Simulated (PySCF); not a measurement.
# C (triplet): basis, grid and Hamiltonian

Aim: see how much the energy and properties of C (triplet) depend on the numerical set-up.

Method: each script names its method and basis; program: PySCF 2.14.0.

**1. The atom**

C (triplet): 1 atom, charge 0, spin multiplicity 3.

**2. Base script**

Input file input.py:

```python
from pyscf import gto, dft

mol = gto.M(
    atom='C 0 0 0',
    basis='cc-pvtz-dk',
    charge=0,
    spin=2,
    verbose=3,
)
mf = dft.UKS(mol, xc='lc_wpbe')
mf = mf.sfx2c1e()
mf.kernel()
mf.stability(internal=True, external=True)
mf.dip_moment()
print('orbital energies (hartree):', [e[max(0, n-3):n+3].round(4) for e, n in zip(mf.mo_energy, mol.nelec)])
```

Run with:

```sh
OMP_NUM_THREADS=1 python input.py
```

The log of this run is left out.

Base result: E(SCF) = -37.836736 Eh, ⟨S²⟩ = 2.003, internal stable; real -> complex stable; UHF/UKS -> GHF/GKS unstable.

The triplet is typed in the script; nothing here shows that it is the ground state.

**3. Cartesian functions on**

Run 1 changes Cartesian functions: off → on.

Input file input.py:

```python
from pyscf import gto, dft

mol = gto.M(
    atom='C 0 0 0',
    basis='cc-pvtz-dk',
    charge=0,
    spin=2,
    cart=True,
    verbose=3,
)
mf = dft.UKS(mol, xc='lc_wpbe')
mf = mf.sfx2c1e()
mf.kernel()
mf.stability(internal=True, external=True)
mf.dip_moment()
print('orbital energies (hartree):', [e[max(0, n-3):n+3].round(4) for e, n in zip(mf.mo_energy, mol.nelec)])
```

Run with:

```sh
OMP_NUM_THREADS=1 python input.py
```

**4. X2c-svpall**

Run 2 changes basis set: cc-pvtz-dk → x2c-svpall.

input.py, as its differences from that of step 2:

```diff
@@ -4,3 +4,3 @@
     atom='C 0 0 0',
-    basis='cc-pvtz-dk',
+    basis='x2c-svpall',
     charge=0,
```

**5. Integration grid 6**

Run 3 changes integration grid: default → 6.

input.py, as its differences from that of step 2:

```diff
@@ -11,2 +11,3 @@
 mf = mf.sfx2c1e()
+mf.grids.level = 6
 mf.kernel()
```

What does the calculation give? Wanted: for each run, E(SCF); from base; gap, α spin; after the SCF.

As calculated:

```
                   run  E(SCF) (hartree)  from base (eV)  gap, α spin (eV)  functions                 after the SCF
                  base        -37.836736               0              9.40         30  unstable: UHF/UKS -> GHF/GKS
Cartesian functions on        -37.837057         -0.0087              9.38        n/a  unstable: UHF/UKS -> GHF/GKS
            x2c-svpall        -37.793731         +1.1702              9.46         14  unstable: UHF/UKS -> GHF/GKS
    integration grid 6        -37.836734          0.0000              9.40         30  unstable: UHF/UKS -> GHF/GKS
```

What this shows: No change of the SCF energy comes from integration grid 6. Of the runs whose energies can be compared, “x2c-svpall” moves the SCF energy most (+1.170 eV). x2c-svpall (14 functions) gives an energy 1.17 eV higher than cc-pvtz-dk (30). The dearest run is “integration grid 6”, at 15 s against 4.6 s.
